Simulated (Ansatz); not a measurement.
Mg5Zn, space group R32: an equation of state with a fit, run with Ansatz 0.2.0 through its Python package.

Script `mg5zn_eos.py`:
```python
'''Energy against volume for Mg5Zn, with a fit.'''

import ansatz
import numpy as np
from pymatgen.analysis.eos import EOS

params = {
    'functional': 'lda',
    'cutoff_ev': 500,
    'mesh': (5, 5, 5),
}

vectors0 = np.array([
    [2.66973984, 1.54137502, 5.02864974],
    [-2.66973984, 1.54137502, 5.02864974],
    [0.0, -3.08275004, 5.02864974],
])
sites = [
    ('Mg', (0.33979269, 0.0, 0.66020731)),
    ('Mg', (0.83329796, 0.83329796, 0.83329796)),
    ('Mg', (0.0, 0.66020731, 0.33979269)),
    ('Mg', (0.66020731, 0.33979269, 0.0)),
    ('Mg', (0.16670204, 0.16670204, 0.16670204)),
    ('Zn', (0.5, 0.5, 0.5)),
]


def crystal_on(cell):
    crystal = ansatz.Crystal(lattice=ansatz.Lattice.of(cell))
    for symbol, position in sites:
        crystal = crystal.atom(symbol, position)
    return crystal

# scale the volume, keep shape and fractions
volumes, energies = [], []
for scale in np.linspace(0.92, 1.08, 7):
    cell = vectors0 * scale ** (1 / 3)
    calc = (
        crystal_on(cell).calculation()
        .functional(params['functional'])
        .occupations(ansatz.OccupationsMethod.FERMI_DIRAC)
        .basis(params['cutoff_ev'])
        .kpoints(*params['mesh'])
    )
    r = calc.run(threads=1).report
    volumes.append(abs(np.linalg.det(cell)) / len(sites))
    energies.append(r['free_energy_ev'] / len(sites))
    print(f'V = {volumes[-1]:8.4f} A^3/atom  F = {energies[-1]:.5f} eV/atom')

for form in ['murnaghan', 'birch_murnaghan']:
    fit = EOS(eos_name=form).fit(volumes, energies)
    print(f'{form:18s} V0 {fit.v0:8.4f} A^3/atom  B0 {fit.b0_GPa:7.1f} GPa  B1 {fit.b1:5.2f}')
```

Its results, one of them left out:

| V (Å³/atom) | F less the lowest row shown (meV/atom) |
| --- | --- |
| 19.038 | 4.07 |
| 19.590 | 0.00 |
| 20.141 | 0.42 |
| 20.693 | 4.72 |
| 21.245 | 12.39 |
| 21.797 | 22.96 |
| 22.349 | ? |

What is the missing energy at 22.349 Å³ an atom?

A third-order Birch-Murnaghan fit, E = E0 + (9 V0 B0 / 16) [(t - 1)³ B' + (t - 1)² (6 - 4t)] with t = (V0/V)^(2/3), through the 6 rows shown gives V0 = 19.807 Å³, B0 = 44.1 GPa, B' = 4.23 and E0 = -0.34 meV. At V = 22.349 Å³, t = 0.92267, and the fit extrapolates to 36.04 meV. The run gave 36.03 meV, a miss of 0.01 meV.

Reading the output:
- Shape and fractional positions are held along the curve, so the bulk modulus is an upper value where they are free to relax.
- The mesh is modest for a metal, so energies can be off by several to tens of meV an atom and pressures by half a GPa or more; differences at equal mesh fare better.
- The structure comes from a database of computed cells and needn't be a stable or known phase.
- It ran for 50 s on 1 thread of Arm Neoverse V2 (shared host), peak memory 0.52 GiB.
